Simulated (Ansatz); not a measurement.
**GaH2 (doublet): from Hartree-Fock to the top rungs, aug-cc-pVDZ**

How much of the correlation energy of GaH2 (doublet) does each wave-function method recover here?

The runs use Ansatz 0.2.0, Gaussian basis; aug-cc-pVDZ, core rule «outside noble gas», up to 14 orbitals frozen.

The runs, in order: UHF; CCSD(T) on ROHF; CCSD(T) on UHF; BCCD(T) on ROHF; CISD as a restricted active space (open shells left free, so some higher excitations enter); CCSDT(Q) on ROHF; CCSDT(Q) on UHF; CASSCF and MRCISD+Q, 5 electrons in 6 orbitals; CASSCF and NEVPT2, 5 electrons in 6 orbitals; Full CI.

26 further runs of the same task are left out: 10 that didn't finish, 16 set aside as unsound or not needed. Runs told in other sessions of the task aren't counted.

### Step 1. The geometry

The geometry is a PBE0/def2-TZVPD stationary point (not a proven minimum) of the parent state, kept for this charge and spin. No spin-orbit coupling is included. The filled d shell of Ga may be among the frozen orbitals whatever the setting's name suggests.

3 atoms, charge 0, spin multiplicity 2.

Atoms are counted from 1 here; the program's logs count them from 0.

Bond lengths: Ga1–H2 1.611 Å, Ga1–H3 1.611 Å. Angles: H2–Ga1–H3 120.6°.

### Step 2. UHF

in.yaml

```yaml
crystal:
  periodic: [false, false, false]
  atoms:
    - {symbol: Ga, position_ang: [0.000000, -0.022429, 0.000000]}
    - {symbol: H, position_ang: [0.000000, 0.775750, -1.399012]}
    - {symbol: H, position_ang: [0.000000, 0.775750, 1.399012]}
basis:
  gaussian: {orbitals: aug-cc-pVDZ}
magnetization: {spin_polarized: true, initial_magnetization: 1}
hamiltonian: {xc: hf}
output: {orbitals: {seedname: orbitals}}
```

Run with:

```console
$ ansatz run in.yaml --threads 1 --pin off --events-out ev --progress --plain --max-ram 2393MiB
```

The runs that follow: CCSD(T) on ROHF; CCSD(T) on UHF; BCCD(T) on ROHF; CISD as a restricted active space (open shells left free, so some higher excitations enter); CCSDT(Q) on ROHF; CCSDT(Q) on UHF; CASSCF and MRCISD+Q, 5 electrons in 6 orbitals; CASSCF and NEVPT2, 5 electrons in 6 orbitals; Full CI.

**Question.** What will the summary of the whole plan be? Wanted: FCI from the RHF energy; RMP2 from FCI; UMP2 from FCI; RCCSD from FCI; RCCSD(T) from FCI; UCCSD(T) from FCI; RCCSDT(Q) from FCI; UCCSDT(Q) from FCI; NEVPT2 valence from FCI.

As calculated:

| quantity | value |
| --- | --- |
| FCI from the ROHF energy | -2.2011 eV |
| RMP2 from FCI | +591.1 meV |
| UMP2 from FCI | +579.5 meV |
| RCCSD from FCI | +48.7 meV |
| RCCSD(T) from FCI | +13.3 meV |
| UCCSD(T) from FCI | +7.7 meV |
| RCCSDT(Q) from FCI | -0.7 meV |
| UCCSDT(Q) from FCI | -6.2 meV |
| NEVPT2 valence from FCI | +419.2 meV |
| MRCISD+Q valence from FCI | -11.7 meV |
| levels within 1 kcal/mol (43 meV) | UCCSD, RCCSD(T), UCCSD(T), BCCD(T), RCCSDT, UCCSDT, RCCSDT(Q), UCCSDT(Q), MRCISD valence, MRCISD+Q valence |
| T1 diagnostic | 0.021 |
| effectively unpaired electrons | 1.03 |

**Reading.** RCCSD(T) lands +13.3 meV from the yardstick (0.6 % of the correlation energy). UCCSDT, UCCSDT(Q), MRCISD+Q valence fall below full CI: unrestricted runs freeze a spin-polarised core, another one than full CI's, and coupled cluster isn't variational. One determinant dominates. Of the multireference levels listed MRCISD+Q valence comes nearest in total energy (-11.7 meV), which doesn't show that its space is the better one. These misses are within one basis, not against nature; the frozen cores of restricted and unrestricted runs differ, which can shift their rows.

Levels on UHF freeze UHF's core orbitals, full CI those of ROHF, so the U rows can settle a little off it for that reason alone.

With open shells the CI space here admits some higher excitations, so it is larger than plain CISD.
